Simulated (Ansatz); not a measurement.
# CH5FOSn (SMILES [CH3][SnH]([OH])[F]) at wB97X/def2-SVP (core potential)

What is the vertical ionisation energy of CH5FOSn at wB97X/def2-SVP (core potential)? 

Program for the calculation: Ansatz 0.2.0.

116 further runs of the same task are left out: 116 set aside as unsound or not needed.

## (1) Starting point

The species is CH5FOSn (9 atoms), meant as a singlet with charge 0. As SMILES, `[CH3][SnH]([OH])[F]`. Geometry: relaxed at PBE0-D4/def2-TZVP. This is one conformer, not always the lowest.

Bond lengths: C1–Sn2 2.120 Å, Sn2–O3 1.954 Å, Sn2–F4 1.928 Å, C1–H5 1.090 Å, C1–H6 1.090 Å, C1–H7 1.090 Å, Sn2–H8 1.697 Å, O3–H9 0.960 Å. Some angles: C1–Sn2–O3 112.2°, C1–Sn2–F4 104.4°, O3–Sn2–F4 104.6°, C1–Sn2–H8 121.5°, O3–Sn2–H8 105.6°, F4–Sn2–H8 107.3°, Sn2–C1–H5 109.8°, Sn2–C1–H6 110.0°, Sn2–C1–H7 108.7°, Sn2–O3–H9 113.8°.

## (2) The energy at wB97X/def2-SVP (core potential)

Input file run.yaml:

```yaml
basis:
  gaussian:
    orbitals: def2-SVP
crystal:
  periodic: [false, false, false]
  atoms:
    - symbol: C
      position_ang: [-0.348000, 1.320900, -0.172600]
    - symbol: Sn
      position_ang: [-0.271200, -0.757400, 0.237600]
    - symbol: O
      position_ang: [1.527400, -1.346400, 0.725000]
    - symbol: F
      position_ang: [-0.613200, -1.596000, -1.464600]
    - symbol: H
      position_ang: [-1.361700, 1.603400, -0.455800]
    - symbol: H
      position_ang: [-0.043600, 1.885400, 0.708500]
    - symbol: H
      position_ang: [0.329800, 1.539100, -0.997600]
    - symbol: H
      position_ang: [-1.308700, -1.477000, 1.371800]
    - symbol: H
      position_ang: [2.177700, -1.218400, 0.030600]
accuracy: high
hamiltonian:
  xc: {name: wB97X}
output: {orbitals: {seedname: orbitals}}
```

Started as:

```
$ ansatz run run.yaml --threads 1 --pin off --max-ram 3480MiB --events-out events.jsonl --progress --plain --runs-dir runs
```

Log:

```text
Warning: RAYON_NUM_THREADS=1 ignored (pool sized by the plan → 1); use --threads N
Functional definition: wB97X
  name "wB97X"
  parameter omega = 0.3/bohr
  parameter cx = 0.157706
  parameter cx1 = 0.726479
  parameter cx2 = 1.04760
  parameter cx3 = -5.70635
  parameter cx4 = 13.2794
  parameter css1 = -4.33879
  parameter css2 = 18.2308
  parameter css3 = -31.7430
  parameter css4 = 17.2901
  parameter cos1 = 2.37031
  parameter cos2 = -11.3995
  parameter cos3 = 6.58405
  parameter cos4 = -3.78132
  exchange = spin_sum(e_x_unif_sr(omega)*poly(b97_u_x, 1 - cx, cx1, cx2, cx3, cx4)) + cx*exact_x_sr(omega)
      + exact_x_lr(omega)
  correlation = spin_sum(e_c_pw_same_spin*poly(b97_u_same, 1, css1, css2, css3, css4))
      + integral(e_c_pw_opposite_spin*poly(b97_u_opposite, 1, cos1, cos2, cos3, cos4))
2210 factors; integrals over basis functions are off by at most 3.4e-9 eV
394 factors; integrals over basis functions are off by at most 2.0e-9 eV
mean field evaluation 1: about -11702.6648 eV, gradient 6.1e1 eV
mean field evaluation 2: about -11701.5309 eV, gradient 7.0e1 eV
mean field evaluation 4: about -11709.7839 eV, gradient 1.8e0 eV
mean field evaluation 8: about -11709.8825 eV, gradient 1.4e-1 eV
mean field evaluation 16: about -11709.8825 eV, gradient 3.3e-5 eV
mean field -11709.88253851 eV, -430.3302460470 hartree, gradient 4.6e-8 eV, S^2 0.000000; 0 other end points of the search recorded, 0 dependent functions left out
reference -11709.88253498 eV, -430.3302459172 hartree; 25, 25 occupied and 68, 68 virtual orbitals, 2210 factors
Total energy: -11709.88253498 eV, -430.3302459172 hartree
```

It took 33 s on 1 thread of Arm Neoverse V1, shared host; peak memory 0.59 GiB.

## (3) The doublet cation

Input file molecule.yaml:

```yaml
crystal:
  periodic: [false, false, false]
  atoms:
    - {symbol: C, position_ang: [-0.348000, 1.320900, -0.172600]}
    - {symbol: Sn, position_ang: [-0.271200, -0.757400, 0.237600]}
    - {symbol: O, position_ang: [1.527400, -1.346400, 0.725000]}
    - {symbol: F, position_ang: [-0.613200, -1.596000, -1.464600]}
    - {symbol: H, position_ang: [-1.361700, 1.603400, -0.455800]}
    - {symbol: H, position_ang: [-0.043600, 1.885400, 0.708500]}
    - {symbol: H, position_ang: [0.329800, 1.539100, -0.997600]}
    - {symbol: H, position_ang: [-1.308700, -1.477000, 1.371800]}
    - {symbol: H, position_ang: [2.177700, -1.218400, 0.030600]}
basis:
  gaussian: {orbitals: def2-SVP}
total_charge: 1
magnetization: {spin_polarized: true, initial_magnetization: 1}
hamiltonian: {xc: {name: wB97X}}
accuracy: high
output: {orbitals: {seedname: orbitals}}
```

Started as:

```
$ ansatz run molecule.yaml --threads 1 --pin off --max-ram 3480MiB --events-out events.jsonl --progress --plain --runs-dir runs
```

Log (excerpt; [...] marks lines left out):

```text
Warning: RAYON_NUM_THREADS=1 ignored (pool sized by the plan → 1); use --threads N
[... 2 set-up lines as earlier in the session ...]
[...]
      + exact_x_lr(omega)
[...]
      + integral(e_c_pw_opposite_spin*poly(b97_u_opposite, 1, cos1, cos2, cos3, cos4))
2211 factors; integrals over basis functions are off by at most 3.4e-9 eV
394 factors; integrals over basis functions are off by at most 2.1e-9 eV
[...]
mean field -11699.07024578 eV, -429.9329016178 hartree, gradient 7.4e-8 eV, S^2 0.769603; 4 other end points of the search recorded, 0 dependent functions left out
reference -11699.07024232 eV, -429.9329014907 hartree; 25, 24 occupied and 68, 69 virtual orbitals, 2211 factors
Total energy: -11699.07024232 eV, -429.9329014907 hartree
```

It took 2.2 min on 1 thread of Arm Neoverse V1, shared host; peak memory 0.99 GiB.

## (4) Summary of results

Level: wB97X/def2-SVP (core potential).

| quantity | value |
| --- | --- |
| singlet CH5FOSn: total energy | -430.33025 Eh |
| singlet CH5FOSn: HOMO energy | -10.68 eV |
| singlet CH5FOSn: LUMO energy | 2.17 eV |
| singlet CH5FOSn: HOMO–LUMO gap | 12.85 eV |
| doublet cation: total energy | -429.93290 Eh |
| doublet cation: HOMO energy (highest over α and β) | -16.99 eV |
| doublet cation: LUMO energy (lowest over α and β) | -10.91 eV |
| doublet cation: ⟨S²⟩ | 0.770 |
| vertical ionisation energy (to the doublet cation) | 10.812 eV |

**Reading.** Removing an electron at fixed nuclei costs 10.81 eV (1043 kJ/mol). The negative HOMO energy of the first species, 10.68 eV, lies 0.13 eV below that difference.
